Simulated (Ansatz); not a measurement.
# LuSi2Ru2: the cost of one run

Method: reference: DFT r2SCAN, plane waves, PAW, scalar-relativistic, no spin polarisation, in Ansatz 0.2.0.

## (1) The starting structure

Symmetry: I4/mmm, No. 139, tetragonal system. The conventional cell has a = 4.124 Å, b = 4.124 Å, c = 9.582 Å, α = 90.00°, β = 90.00°, γ = 90.00°. Ru (site symmetry -4m2) has 4 Si at 2.38 Å as nearest neighbours. Lu (site symmetry 4/mmm) has 10 Si at 3.15 to 3.59 Å and 8 Ru at 3.16 Å as nearest neighbours. Around Si (site symmetry 4mm) lie 4 Ru at 2.38 Å and 1 Si at 2.40 Å and 4 Lu at 3.15 Å.

As a file:

```
Ru Lu Si
1.0
     0.00000    4.12356    0.00000
     4.12356    0.00000    0.00000
     2.06178    2.06178   -4.79118
Ru Lu Si
2 1 2
Direct
  0.75000 0.25000 0.50000
  0.25000 0.75000 0.50000
  0.00000 0.00000 0.00000
  0.37500 0.37500 0.25000
  0.62500 0.62500 0.75000
```

## (2) The reference run

File input.yaml:

```yaml
crystal:
  lattice:
    - [0.0, 4.123557, 0.0]
    - [4.123557, 0.0, 0.0]
    - [2.061779, 2.061779, -4.791182]
  atoms:
    - { symbol: Ru, position: [0.75, 0.25, 0.5] }
    - { symbol: Ru, position: [0.25, 0.75, 0.5] }
    - { symbol: Lu, position: [0.0, 0.0, 0.0] }
    - { symbol: Si, position: [0.375, 0.375, 0.25] }
    - { symbol: Si, position: [0.625, 0.625, 0.75] }
  symmetry: { tolerance: 0.0003 }
kpoints:
  mp_grid: { grid: [5, 5, 5], shift: [0, 0, 0] }
magnetization:
  spin_polarized: false
scf:
  occupations: { method: fermi_dirac }
hamiltonian:
  pseudopotentials: { kind: paw }
  xc: r2scan
basis:
  ecutwfc: 500
output:
  forces: true
  stress: true
  eigenvalues: true
  write_density: true
  write_potential: true
  elf: true
  volumetric_format: npy
relax:
  max_steps: 40
  cell: {}
```

Launch:

```
$ ansatz run input.yaml --threads 1 --pin off --max-ram 2560MiB --backend cpu --events-out ev --progress --plain --runs-dir out
```

Q: Estimate wall time and peak memory on 1 thread of an x86-64 CPU, shared host.

About 67 s, with a peak of 0.86 GiB.
